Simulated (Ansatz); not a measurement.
# 2 structures of Ta: ranking of polymorphs by energy, by script

Which structure of Ta is lowest? The task is a ranking of polymorphs by energy, for 2 structures of Ta.

Program: Ansatz 0.2.0, driven from Python. Level of theory: DFT r2SCAN, plane waves, PAW. These are calculated values, not measurements.

**1. Starting point**

Ta P6_3/mmc: It takes space group P6_3/mmc (No. 194, hexagonal). Conventional cell: a = 2.900 Å, b = 2.900 Å, c = 5.166 Å, α = 90.00°, β = 90.00°, γ = 120.00°. Ta (site symmetry -6m2) has 12 Ta at 2.90 to 3.08 Å as nearest neighbours.

Ta Fm-3m: The structure is cubic, space group Fm-3m (No. 225). Conventional cell: a = 4.220 Å, b = 4.220 Å, c = 4.220 Å, α = 90.00°, β = 90.00°, γ = 90.00°. Ta (site symmetry m-3m) is surrounded by 12 Ta at 2.98 Å.

The script holds or builds the structure itself.

**2. The script**

File polymorphs_ta.py:

```python
import csv
import warnings

import ansatz
import numpy as np
import spglib

PHASES = {
    "P6_3/mmc": (
        [[2.90037207, 0.0, 0.0], [-1.45018604, 2.5117959, 0.0], [0.0, 0.0, 5.166274]],
        [
            ("Ta", [2 / 3, 1 / 3, 0.75]),
            ("Ta", [1 / 3, 2 / 3, 0.25]),
        ],
    ),
    "Fm-3m": (
        [[0.0, 2.11, 2.11], [2.11, 0.0, 2.11], [2.11, 2.11, 0.0]],
        [
            ("Ta", [0.0, 0.0, 0.0]),
        ],
    ),
}


def build(vectors, sites):
    crystal = ansatz.Crystal(lattice=ansatz.Lattice.of(vectors))
    for symbol, position in sites:
        crystal = crystal.atom(symbol, position)
    return crystal


def compute(name, crystal):
    calc = (
        crystal.calculation()
        .functional(ansatz.Functional.R2SCAN)
        .basis(600)
        .kpoints(spacing=0.16)
        .occupations("fermi_dirac", width=0.05)
        .stress()
        .band_table()
    )
    calc = calc.relax(force_tolerance=0.03, max_steps=60, fix_cell=["shape"])
    return calc.run()


def volume_per_atom(outcome):
    return abs(np.linalg.det(outcome.lattice.cell_ang)) / len(outcome.lattice.sites)


def space_group(outcome):
    sites = outcome.report["lattice"]["sites"]
    kinds = sorted({site["symbol"] for site in sites})
    cell = (outcome.lattice.cell_ang, [site["position_frac"] for site in sites], [kinds.index(site["symbol"]) for site in sites])
    return spglib.get_spacegroup(cell, symprec=0.01)


def pressure_gpa(outcome):
    return float(np.trace(outcome.report["stress_gpa"]) / 3)

warnings.simplefilter("ignore", ansatz.DeckWarning)

phases = {name: build(*cell) for name, cell in PHASES.items()}

done = {}
for name, crystal in phases.items():
    try:
        done[name] = compute(name, crystal)
    except ansatz.NonConvergedError as error:
        print(name, "did not converge:", str(error)[:120])

energy = {name: o.report["energy_sigma0_ev"] / len(o.lattice.sites) for name, o in done.items()}
lowest = min(energy.values())
rows = [(name, len(o.lattice.sites), 1000 * (energy[name] - lowest), volume_per_atom(o), space_group(o), pressure_gpa(o)) for name, o in done.items()]
rows.sort(key=lambda row: row[2])
with open("polymorphs.csv", "w", newline="") as handle:
    writer = csv.writer(handle)
    writer.writerow(["phase", "atoms", "dE (meV/atom)", "V (A^3/atom)", "space group", "P (GPa)"])
    writer.writerows([round(v, 4) if isinstance(v, float) else v for v in row] for row in rows)
print(open("polymorphs.csv").read())
```

**3. Launch**

Launch:

```
$ python polymorphs_ta.py
```

**Question.** Which of these structures comes out lowest, and how far apart are they?

The runs gave:

| quantity | value |
| --- | --- |
| runs compared | 2 |
| lowest | run 2 (Ta (1 atom)) |
| next above it by | 62.7 meV/atom |
| moves of the relaxation of run 1 | 2 |
| energy gained in run 1 (ahead of the last change of basis) | 3.5 meV/atom |
| last largest force component of run 1 | 0.0000 eV/Å |
| relaxed conventional cell of run 1 | a = 2.884 Å, b = 2.884 Å, c = 5.137 Å, α = 90.00°, β = 90.00°, γ = 120.00° |
| space group at the end of run 1 | P6_3/mmc |
| moves of the relaxation of run 2 | 2 |
| energy gained in run 2 (ahead of the last change of basis) | 1.0 meV/atom |
| last largest force component of run 2 | 0.0000 eV/Å |
| relaxed conventional cell of run 2 | a = 4.207 Å, b = 4.207 Å, c = 4.207 Å, α = 90.00°, β = 90.00°, γ = 90.00° |
| space group at the end of run 2 | Fm-3m |

In words: By space group at the end of each run: Fm-3m (+0 meV an atom, 18.6 Å³) and P6_3/mmc (+63 meV an atom, 18.5 Å³). In run 1, the volume shrank by 1.7 % over 2 moves, and the space group stayed P6_3/mmc. In run 2, the volume shrank by 0.9 % over 2 moves, and the space group stayed Fm-3m. What to keep in mind:
- Spin is left out of this run.
- Atoms and volume are relaxed with the cell's shape held, which in cells of lower than cubic symmetry can hide stresses and shift volumes.
- Pressure is positive in compression.
- Spin-orbit coupling, which matters for elements this heavy, is left out.
- The ranking holds among these structures alone, at zero temperature; the ground state may be another structure. Differences under 10 to 15 meV an atom lie within the error of mesh and functional. Whether this is the phase that is stable at ambient conditions was not tested.
